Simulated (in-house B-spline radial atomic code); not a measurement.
**I⁴⁺: ionisation energy by several methods**

The task here is to estimate one member of a computed series from the others.

Method: scalar-relativistic (X2C), several functionals, spin-polarised, exact exchange averaged over the configuration; spherical all-electron atom at the radial basis limit. Code: in-house B-spline radial atomic code version 1.

**The system**

* element: iodine (Z = 53)
* charge: +4
* electrons: 49
* configuration: [Kr] 4d10 5s2 5p1
* nucleus: Fermi, rms radius 4.750 fm

The outer shells:

[Kr] 4d10 5s2 5p1
```
[Kr] core
4d [↑↓][↑↓][↑↓][↑↓][↑↓]
5s [↑↓]
5p [↑ ][  ][  ]
```

Where spins are not typed, each open shell is filled with up spins first.

The first run:

Settings of the run:

```ini
Z = 53
electrons = 49.0
configuration = [Kr] 4d10 5s2 5p1
hamiltonian = x2c
method = r2scan0
spin_polarised = True
nucleus = fermi
rms_radius = 4.75
mass_number = 127
atomic_mass = 126.904472592
speed_of_light = 137.035999084
exact_exchange = averaged over the configuration
```

Launch:

```bash
> python run_scf.py task.json out
```

One command runs all members of the session, one after another, from task.json.

Steps of the session up to this table: r2SCAN0; B97-1; ωB97X; BHandHLYP; M06-2X.

One table of the session follows, with a row left open; its other results are not shown here.

| method | ΔSCF (eV) |
| --- | --- |
| r2SCAN0 | ? |
| B97-1 | 50.194 |
| BHandHLYP | 50.405 |
| M06-2X | 50.049 |
| ωB97X | 50.311 |

**Question.** Estimate the row for r2SCAN0.

The run gave: ΔSCF (eV): 50.304. In the column «ΔSCF (eV)» it lies between B97-1 (50.194) and ωB97X (50.311).
